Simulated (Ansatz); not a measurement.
Relaxation of a periodic cell of 17 atoms, LiTa16 (host Ta, host structure bcc, interstitial Li), to a largest force component of 0.03 eV/Å in at most 60 steps.

Level of theory: Ansatz 0.2.0, DFT PBE-D3(BJ), scalar-relativistic, plane waves, PAW. Settings: cutoff 420 eV, k mesh 3x3x3, gaussian smearing 0.05 eV, no spin polarisation.

```xyz
17
Lattice="6.6200 0.0000 0.0000 0.0000 6.6200 0.0000 0.0000 0.0000 6.6200" Properties=species:S:1:pos:R:3:forces:R:3
Ta 0.000 0.000 0.000 0.10 0.12 -0.01
Ta 3.310 0.000 0.000 0.28 -0.17 -0.01
Ta 0.000 3.310 0.000 0.10 -0.13 -0.01
Ta 0.000 0.000 3.310 2.83 6.03 -0.12
Ta 1.655 1.655 1.655 -0.27 0.00 0.18
Ta 3.310 3.310 0.000 0.28 0.18 -0.01
Ta 3.310 0.000 3.310 0.11 -0.05 -0.01
Ta 4.965 1.655 1.655 -0.09 0.00 -0.13
Ta 0.000 3.310 3.310 2.92 -6.17 -0.13
Ta 1.655 4.965 1.655 -0.10 0.00 0.05
Ta 1.655 1.655 4.965 -0.28 0.00 -0.20
Ta 3.310 3.310 3.310 0.11 0.04 -0.01
Ta 4.965 4.965 1.655 -2.63 0.02 -5.32
Ta 4.965 1.655 4.965 -0.10 0.00 0.15
Ta 1.655 4.965 4.965 -0.04 0.00 0.00
Ta 4.965 4.965 4.965 -3.12 0.02 6.04
Li 5.825 4.958 3.348 -0.10 0.10 -0.48
```

Problem. Where does it end, and by what steps?

Solution. It converged. Limits of this set-up: coarse k mesh, a small cell, in which the defect meets its images, a typed lattice constant that wasn't relaxed here. After 6 steps the energy has fallen by 3.846 eV; Ta16 moved furthest, 0.31 Å.

| step | energy less start (eV) | largest force component (eV/Å) | accepted |
| --- | --- | --- | --- |
| 0 | 0.0000 | 6.172 | yes |
| 1 | -2.6813 | 2.207 | yes |
| 2 | -3.7488 | 0.587 | yes |
| 3 | -3.5593 | 1.243 | no |
| 4 | -3.8399 | 0.268 | yes |
| 5 | -3.8453 | 0.045 | yes |
| 6 | -3.8456 | 0.006 | yes |

```xyz
17
Lattice="6.6200 0.0000 0.0000 0.0000 6.6200 0.0000 0.0000 0.0000 6.6200" Properties=species:S:1:pos:R:3
Ta -0.013 0.015 0.002
Ta 3.233 0.038 0.002
Ta -0.013 3.295 0.002
Ta 0.161 0.267 3.311
Ta 1.736 1.655 1.619
Ta 3.233 3.272 0.002
Ta 3.367 -0.046 3.312
Ta 4.982 1.655 1.641
Ta 0.162 3.041 3.311
Ta 1.601 4.965 1.703
Ta 1.736 1.655 5.005
Ta 3.367 3.355 3.312
Ta 4.809 4.965 1.390
Ta 4.981 1.655 4.982
Ta 1.602 4.965 4.921
Ta 4.806 4.965 5.236
Li 5.794 4.964 3.315
```

Whether the end is a true minimum wasn't checked by a vibrational analysis.

Run time: 48 s on 4 threads of Intel(R) Xeon(R) CPU @ 2.60GHz (Ice Lake), on a shared host, peak memory 1.2 GiB.
